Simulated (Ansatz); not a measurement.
YbB2:

```
Yb B
1.0
     3.25030    0.00000    0.00000
    -1.62515    2.81484    0.00000
     0.00000    0.00000    3.73150
Yb B
1 2
Direct
  0.00000 0.00000 0.00000
  0.66667 0.33333 0.50000
  0.33333 0.66667 0.50000
```

Alike in all runs: program Ansatz 0.2.0; functional PBE; potentials or basis Ansatz PAW; cutoff 420 eV (not typed: the program's choice for these potentials); k mesh 8 × 8 × 6; occupations fermi-dirac, width 0.05 eV.

Starts and where they ended:

```csv
start,free energy over the lowest (meV/atom),net moment (μB),site or absolute moments (μB),gap
"collinear spin, ferromagnetic start of up to 1.2 μB; fixed moment 1.2",69.7,1.20,Yb +0.68; B +0.07,-
"collinear spin, ferromagnetic start of up to 0.5 μB; fixed moment 0.5",4.7,0.50,Yb +0.38; B +0.02,-
"collinear spin, program default start; fixed moment 0",0.0,0.00,-,-
"collinear spin, ferromagnetic start of up to 0.8 μB; fixed moment 0.8",21.0,0.80,Yb +0.52; B +0.04,-
"collinear spin, ferromagnetic start of up to 1.5 μB; fixed moment 1.5",135.8,1.50,Yb +0.79; B +0.10,-
"collinear spin, ferromagnetic start of up to 0.2 μB; fixed moment 0.2",0.2,0.20,Yb +0.18; B +0.01,-
"collinear spin, ferromagnetic start of up to 1 μB; fixed moment 1",40.9,1.00,Yb +0.60; B +0.06,-
"collinear spin, ferromagnetic start of up to 2 μB; fixed moment 2",307.1,2.00,Yb +0.96; B +0.14,-
```

All polarised runs hold their moment fixed, so the table maps the energy against it. A still lower state may exist.

Caveats: spin-orbit coupling is left out, which moves the levels of the heavy elements; the total moment is fixed, so each spin has its own Fermi level; without U or exact exchange the open f shell lies at the Fermi level, which spoils levels, moments and volumes.
